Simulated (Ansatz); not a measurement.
# SiO (Pm-3m) in Ansatz: further runs

The runs below take SiO through relaxation of cell and atoms, with PBEsol.

Everything below comes from runs of Ansatz 0.2.0. Logs are shortened: lines on timing, memory, paths and dates and some standing lists are left out, and cuts for length are marked.

## 1. The crystal as given

The structure is cubic, space group Pm-3m (No. 221). Conventional cell: a = 2.807 Å, b = 2.807 Å, c = 2.807 Å, α = 90.00°, β = 90.00°, γ = 90.00°. Si (site symmetry m-3m) has 8 O at 2.43 Å as nearest neighbours. Around O (site symmetry m-3m) lie 8 Si at 2.43 Å.

The cell was built by a generator and needn't be a form met in nature.

## 2. Relaxation of cell and atoms, PBEsol

Contents of input.yaml:

```yaml
crystal:
  lattice:
    - [2.80697, 0.0, 0.0]
    - [0.0, 2.80697, 0.0]
    - [0.0, 0.0, 2.80697]
  atoms:
    - { symbol: Si, position: [0.0, 0.0, 0.0] }
    - { symbol: O, position: [0.5, 0.5, 0.5] }
hamiltonian:
  xc: pbesol
  pseudopotentials: { kind: paw }
kpoints:
  mp_grid: { grid: [9, 9, 9] }
scf:
  occupations: { method: fermi_dirac, width: 0.05 }
output:
  forces: true
  stress: true
  eigenvalues: true
  write_density: true
  write_potential: true
  elf: true
  volumetric_format: npy
relax:
  f_tol: 0.01
  max_steps: 40
  cell: { stress_tol: 0.05 }
```

Potentials or basis: Ansatz PAW.

Launch:

```
ansatz run input.yaml --threads 2 --pin off --max-ram 5632MiB --backend cpu --events-out ev --progress --plain --runs-dir out
```

Output:

```text
Warning: RAYON_NUM_THREADS=2 ignored (pool sized by the plan → 2); use --threads N
Engine: ansatz 0.2.0, x86_64-unknown-linux-gnu
Pseudopotentials: kind: paw
Pseudopotential: Si, paw, valence charge 4, recommended cutoff 420 eV (normal), Si.paw.azcp
Pseudopotential: O, paw, valence charge 6, recommended cutoff 420 eV (normal), O.paw.azcp
Functional definition: PBEsol
  exchange = pbesol_x
  correlation = pbesol_c
Crystal: 2 atoms, lattice volume = 22.116 Å³
Basis set: ecut = 420 eV, 461 PW (Γ), exchange–correlation on 40×40×40 points (8 copies of the dense FFT grid, shifted against one another)
Bands: 9, of which v1, the nominal top of the filled ones, is band 5 counted from 1 (4 counted from 0)
Symmetry: 48 space group operations
Space group: Pm-3m (ITA 221), of the structure as read, at distance tolerance 2.8e-5 Å
k-points: 35 of 729
Non-local potential: Si, projectors of the file, l = 0: 2, l = 1: 2, l = 2: 2
Non-local potential: O, projectors of the file, l = 0: 2, l = 1: 2, l = 2: 1
PAW form: soft (Blöchl's): semilocal exchange-correlation on the pseudo side does not see the compensation charge
PAW frozen core: Si, regenerated for the run's functional, and the local potential with it (the file was generated under x = pbe(κ = 0.804, μ = 0.2195149727645171), c = pbe(β = 0.06672455060314922))
PAW frozen core: O, regenerated for the run's functional, and the local potential with it (the file was generated under x = pbe(κ = 0.804, μ = 0.2195149727645171), c = pbe(β = 0.06672455060314922))
PAW one-centre angular grid: Si, 110 points (default); XC on 64 Gauss nodes
PAW one-centre angular grid: O, 110 points (default); XC on 64 Gauss nodes
Initial density: superposition of atomic densities (neutral atoms: chi_scale 0, normalization atom), corrected by the library's trained network
Initial wavefunctions: pseudopotential atomic-orbital guess
Functional: x = pbesol(κ = 0.804, μ = 0.12345679012345678), c = pbesol(β = 0.046)
SCF iter   1: F=—  HF=-1180.024401 eV  |F-HF|=—  |Δ(HF+E_count)|=         —  Δρ=4.56e-3  dr2=2.47e-3  ethr=1.77e-3  ⟨swp⟩=6.2  Hψ=2253  notcnv=0
preconditioner: auto → none  [insulator: Δε(μ)=0.253 eV  Ē_g=13.167 eV  σ=0.050 eV  W_gap=0.66  n_scr=6 (ndim 8)  ℏωp=25.0 eV  f_vac=0.000  D(μ)=0.32/eV (n_scr^D=0)  ε∞_Penn≈4.6]
SCF iter   2: F=—  HF=-1180.023153 eV  |F-HF|=—  |Δ(HF+E_count)|=   1.25e-3  Δρ=2.05e-3  dr2=5.14e-4  ethr=2.47e-5  ⟨swp⟩=2.3  Hψ=730  notcnv=0
SCF iter   3: F=—  HF=-1180.023081 eV  |F-HF|=—  |Δ(HF+E_count)|=   7.20e-5  Δρ=4.46e-4  dr2=2.78e-5  ethr=5.14e-6  ⟨swp⟩=2.8  Hψ=500  notcnv=0
SCF iter   4: F=—  HF=-1180.023037 eV  |F-HF|=—  |Δ(HF+E_count)|=   4.44e-5  Δρ=8.16e-5  dr2=9.95e-7  ethr=2.78e-7  ⟨swp⟩=2.1  Hψ=474  notcnv=0
iter 5 did not close the SCF: its close was put off for the readings that it lacked (scf_convergence_deferred on its scf_iter line)
SCF iter   5: F=-1180.023037 eV  HF=-1180.023037 eV  |F-HF|=3.14e-8  |Δ(HF+E_count)|=   2.32e-8  Δρ=1.43e-5  dr2=3.79e-8  ethr=9.95e-9  ⟨swp⟩=1.5  Hψ=363  notcnv=0
SCF iter   6: F=-1180.023037 eV  HF=-1180.023037 eV  |F-HF|=8.90e-10  |Δ(HF+E_count)|=   6.29e-9  Δρ=2.35e-6  dr2=1.08e-9  ethr=3.79e-10  ⟨swp⟩=4.9  Hψ=1510  notcnv=0
SCF 1 converged in 6 iterations: F = -1180.023037 eV  dr2 = 1.08e-9
relax step   1: F+E_penalty+E_count = -1180.02303689 eV  Δ(F+E_penalty+E_count) = +0.000e0 eV  max|allowed force component| = 6.525e-30 eV/Å  Δτ_max = 0.0000 Å  P = -4.843 GPa  Ω = 22.116 Å³  (6 SCF iters, dr2 threshold 1.00e-7 eV, accepted)
Crystal: 2 atoms, lattice volume = 21.453 Å³
Basis set: ecut = 420 eV, 437 PW (Γ), exchange–correlation on 40×40×40 points (8 copies of the dense FFT grid, shifted against one another)
Initial density: handed on by an earlier stage of this run
Initial wavefunctions: those handed on with the density
iter 1 solved again at ethr=1.89e-6 eV; its pass at ethr=3.10e-3 eV (dr2=1.89e-4 eV) is discarded
SCF iter   1: F=—  HF=-1180.037141 eV  |F-HF|=—  |Δ(HF+E_count)|=         —  Δρ=1.31e-3  dr2=1.93e-4  ethr=1.89e-6  ⟨swp⟩=1.5  Hψ=2534  notcnv=0
preconditioner: auto → none  [insulator: Δε(μ)=0.274 eV  Ē_g=13.432 eV  σ=0.050 eV  W_gap=0.72  n_scr=6 (ndim 8)  ℏωp=25.4 eV  f_vac=0.000  D(μ)=0.36/eV (n_scr^D=0)  ε∞_Penn≈4.6]
SCF iter   2: F=—  HF=-1180.037068 eV  |F-HF|=—  |Δ(HF+E_count)|=   7.28e-5  Δρ=4.69e-4  dr2=3.06e-5  ethr=1.89e-6  ⟨swp⟩=2.0  Hψ=489  notcnv=0
SCF iter   3: F=—  HF=-1180.037066 eV  |F-HF|=—  |Δ(HF+E_count)|=   2.86e-6  Δρ=7.23e-5  dr2=8.78e-7  ethr=3.06e-7  ⟨swp⟩=2.0  Hψ=491  notcnv=0
iter 4 did not close the SCF: its close was put off for the readings that it lacked (scf_convergence_deferred on its scf_iter line)
SCF iter   4: F=-1180.037066 eV  HF=-1180.037066 eV  |F-HF|=6.47e-10  |Δ(HF+E_count)|=   1.41e-7  Δρ=3.29e-6  dr2=8.19e-10  ethr=8.78e-9  ⟨swp⟩=1.3  Hψ=354  notcnv=0
[... 40 lines left out ...]
SCF iter   4: F=-1180.035284 eV  HF=-1180.035284 eV  |F-HF|=3.18e-12  |Δ(HF+E_count)|=  1.27e-11  Δρ=2.05e-7  dr2=2.02e-12  ethr=1.45e-11  ⟨swp⟩=1.3  Hψ=354  notcnv=0
iter 5 did not close the SCF: its close was put off for the readings that it lacked (scf_convergence_deferred on its scf_iter line)
SCF iter   5: F=-1180.035284 eV  HF=-1180.035284 eV  |F-HF|=2.27e-13  |Δ(HF+E_count)|=  3.87e-12  Δρ=1.66e-8  dr2=3.93e-14  ethr=1.00e-12  ⟨swp⟩=1.0  Hψ=315  notcnv=0
iter 6 did not close the SCF: its close was put off for the readings that it lacked (scf_convergence_deferred on its scf_iter line)
SCF iter   6: F=-1180.035284 eV  HF=-1180.035284 eV  |F-HF|=6.82e-13  |Δ(HF+E_count)|=  4.55e-13  Δρ=3.07e-9  dr2=7.27e-16  ethr=1.00e-12  ⟨swp⟩=1.0  Hψ=315  notcnv=0
SCF iter   7: F=-1180.035284 eV  HF=-1180.035284 eV  |F-HF|=0.00e0  |Δ(HF+E_count)|=  2.27e-13  Δρ=5.69e-10  dr2=2.12e-17  ethr=1.00e-12  ⟨swp⟩=2.6  Hψ=989  notcnv=0
SCF 5 converged in 7 iterations: F = -1180.035284 eV  dr2 = 2.12e-17
relax step   5: F+E_penalty+E_count = -1180.03528400 eV  Δ(F+E_penalty+E_count) = -1.236e-4 eV  max|allowed force component| = 5.391e-30 eV/Å  Δτ_max = 0.0000 Å  P = -0.001 GPa  Ω = 21.321 Å³  energy of the carried Pulay correction = +1.070e-4 eV  (7 SCF iters, accepted)
iter 1 solved again at ethr=1.94e-6 eV; its pass at ethr=3.10e-3 eV (dr2=1.94e-4 eV) is discarded
SCF iter   1: F=—  HF=-1180.035292 eV  |F-HF|=—  |Δ(HF+E_count)|=         —  Δρ=2.54e-6  dr2=2.12e-10  ethr=1.94e-6  ⟨swp⟩=2.2  Hψ=2928  notcnv=0
eigensolver tolerance schedule: the retry pair's looser diagonalisation over-reported the residual by 915846.50 of it (diagonalisation noise at an unbounded share of the residual, at the tolerance the schedule requests for it); recorded, not acted on — ethr = c·dr2/N_el stays at c = 1.0e-1
SCF iter   2: F=—  HF=-1180.035266 eV  |F-HF|=—  |Δ(HF+E_count)|=   2.55e-5  Δρ=1.29e-6  dr2=1.25e-10  ethr=2.12e-12  ⟨swp⟩=3.5  Hψ=715  notcnv=0
iter 3 did not close the SCF: its close was put off for the readings that it lacked (scf_convergence_deferred on its scf_iter line)
SCF iter   3: F=-1180.035266 eV  HF=-1180.035266 eV  |F-HF|=2.27e-13  |Δ(HF+E_count)|=  4.55e-12  Δρ=5.77e-7  dr2=1.82e-11  ethr=1.25e-12  ⟨swp⟩=2.0  Hψ=487  notcnv=0
iter 4 did not close the SCF: its close was put off for the readings that it lacked (scf_convergence_deferred on its scf_iter line)
SCF iter   4: F=-1180.035266 eV  HF=-1180.035266 eV  |F-HF|=2.27e-13  |Δ(HF+E_count)|=  1.11e-11  Δρ=5.48e-8  dr2=1.88e-13  ethr=1.00e-12  ⟨swp⟩=1.1  Hψ=320  notcnv=0
iter 5 did not close the SCF: its close was put off for the readings that it lacked (scf_convergence_deferred on its scf_iter line)
SCF iter   5: F=-1180.035266 eV  HF=-1180.035266 eV  |F-HF|=0.00e0  |Δ(HF+E_count)|=    0.00e0  Δρ=1.20e-8  dr2=1.00e-14  ethr=1.00e-12  ⟨swp⟩=1.0  Hψ=315  notcnv=0
iter 6 did not close the SCF: its close was put off for the readings that it lacked (scf_convergence_deferred on its scf_iter line)
SCF iter   6: F=-1180.035266 eV  HF=-1180.035266 eV  |F-HF|=2.27e-13  |Δ(HF+E_count)|=  2.27e-13  Δρ=4.29e-9  dr2=2.03e-15  ethr=1.00e-12  ⟨swp⟩=1.0  Hψ=315  notcnv=0
SCF iter   7: F=-1180.035266 eV  HF=-1180.035266 eV  |F-HF|=0.00e0  |Δ(HF+E_count)|=  2.27e-13  Δρ=2.27e-9  dr2=5.16e-16  ethr=1.00e-12  ⟨swp⟩=1.4  Hψ=792  notcnv=0
SCF 6 converged in 7 iterations: F = -1180.035266 eV  dr2 = 5.16e-16
relax step   6: F+E_penalty+E_count = -1180.03526635 eV  Δ(F+E_penalty+E_count) = +1.765e-5 eV  max|allowed force component| = 1.374e-29 eV/Å  Δτ_max = 0.0000 Å  P = -0.004 GPa  Ω = 21.321 Å³  stress off target by 4.00e-3 GPa  SCF on the basis re-selected at this cell (its energy is not comparable with the rows above)  (7 SCF iters)
basis re-selected at this cell: Δ(F+E_penalty+E_count) = +1.765e-5 eV, ΔP = -0.003 GPa vs the last step (what re-selecting the basis moved, of the pressure what is left beyond the Pulay correction that the steps carried, after the strain that the cell walked since its last selection, with what the two solves' SCF thresholds leave and, on support functions, any second-order correction that the steps lacked; it is no measure of the basis error at this ecutwfc). This SCF's stress stands 4.00e-3 GPa from its target on what of the cell is left free (relax.cell.stress_tol is 5.00e-2 GPa) and its largest allowed force component is 1.37e-29 eV/Å (relax.f_tol is 1.00e-2 eV/Å): within both
SCF converged after 7 iterations
Free energy (F): -1180.035266 eV
Harris-Foulkes:  -1180.035266 eV  (|F-HF|=0.00e0)
Internal energy: -1180.032144 eV  (E = F + TS)
E sigma→0 (E₀):  -1180.033705 eV
Entropy (-TS):   -0.003123 eV (-1.561 meV/atom)
Fermi energy:    10.052466 eV
--- Per-component energies (eV) ---
  E_band       = 24.146360
  E_kinetic    = 211.219720
  E_local      = -327.070357  (includes V_loc(G=0)·N_el)
  E_nonlocal   = 74.587601
  E_hartree    = 120.696116
  E_xc         = -127.782228
  E_vxc        = -140.481230  (∫ρ·V_xc dr)
  E_paw        = -648.722634  (= ΣΔE_a)
  E_vpaw       = -35.503943  (= ΣTr[D̂ρ^β])
  E_aug_tail   = 0.002336  (compensation charges beyond the density's cutoff)
  E_ewald      = -483.029547
  E_core_change = 0.066849  (= ΣΔE_core)
  E_smearing   = -0.003123  (= −TS)
  E_closure    = 0.000000  (closes the sum)
  Σ components = -1180.035266   (vs F -1180.035266, Δ=0.00e0)
--- Forces (eV/Å), atoms counted from 1 ---
  atom   1  Si    -0.00000000    -0.00000000     0.00000000
  atom   2  O      0.00000000     0.00000000     0.00000000
  max |Σ_I F_I| component: 2.72e-29 eV/Å
--- Stress (GPa, compression-positive) ---
       -0.003996      -0.000000      -0.000000
       -0.000000      -0.003996      -0.000000
       -0.000000      -0.000000      -0.003996
  P = ⅓ Tr σ = -0.0040 GPa (-0.040 kbar)
--- Band table (eV; the first three rows and the last of 35) ---
  k-point 0: bands = ["-10.2149", "3.1681", "6.5010", "6.5010", "6.5010", "15.7633", "15.7633", "18.4170", "18.4170"]
  k-point 1: bands = ["-10.0911", "2.6354", "6.5857", "6.5857", "6.6780", "15.1612", "15.9652", "18.2749", "18.2749"]
  k-point 2: bands = ["-9.7508", "1.3976", "6.8121", "6.8121", "7.1848", "13.9371", "16.5498", "17.8769", "17.8769"]
  k-point 34: bands = ["-7.4843", "4.2720", "4.6088", "4.6088", "8.0993", "9.3465", "9.3465", "11.2065", "22.5492"]
--- Relaxed structure (4 steps of the walk, 4 accepted, 2 SCFs on fresh bases) ---
  F+E_penalty+E_count = -1180.03526635 eV   max|allowed force component| = 1.374e-29 eV/Å   (the final SCF, on the basis selected at the relaxed cell)
  cell:  # Å, volume = 21.3211 Å³
    - [2.7729158194399295, -2.447535970992112e-34, -9.228414316855505e-35]
    - [-2.447535970992112e-34, 2.7729158194399295, -3.209883240645393e-35]
    - [-2.2067947279437076e-34, -3.209883240645393e-35, 2.7729158194399295]
  atoms:
    - { symbol: Si, position: [5.7177013659668974e-36, -2.8588506829812955e-36, -2.8588506829834083e-36] }
    - { symbol: O, position: [0.49999999999999994, 0.49999999999999994, 0.49999999999999994] }
```

Wall time 1.3 s (2 threads of AMD EPYC 9R45 (Zen 5), shared host); peak memory 0.34 GiB.

Results:

```yaml
Free_energy: -1180.0353 eV
Relaxed_volume: 10.66 Å³/atom
Relaxed_cell: a = 2.773 Å, b = 2.773 Å, c = 2.773 Å, α = 90.00°, β = 90.00°, γ = 90.00°
Space_group_after_relaxing_to_0.05_Å: Pm-3m (No. 221)
Energy_gained_by_relaxing: 6.1 meV/atom
Ionic_steps: 6
Pressure_after_relaxing: 0.0 GPa
Band_gap_on_the_k_mesh: none (metal or under the smearing width)
```

The path:
| step | energy change (eV) | largest force (eV/Å) | volume (Å³) |
| --- | --- | --- | --- |
| 1 | 0.0000 | 0.0000 | 22.12 |
| 2 | -0.0140 | 0.0000 | 21.45 |
| 3 | -0.0146 | 0.0000 | 21.35 |
| 4 | -0.0121 | 0.0000 | 21.35 |
| 5 | -0.0122 | 0.0000 | 21.32 |
| 6 | -0.0122 | 0.0000 | 21.32 |

Final structure:
```yaml
crystal:
  lattice:
    - [2.77292, 0.00000, 0.00000]
    - [0.00000, 2.77292, 0.00000]
    - [0.00000, 0.00000, 2.77292]
  atoms:
    - { symbol: Si, position: [0.00000, 0.00000, 0.00000] }
    - { symbol: O, position: [0.50000, 0.50000, 0.50000] }
```

Caveat: the plane-wave basis is chosen anew once the cell has moved, so the energies of steps on either side of that aren't comparable; the pressure holds a Pulay correction of +0.6 GPa for the finite cutoff; the PAW data sets come from PBE, with cores solved anew for the run's functional, which leaves a small shift of forces and pressure.

[end of part 1 of 2]
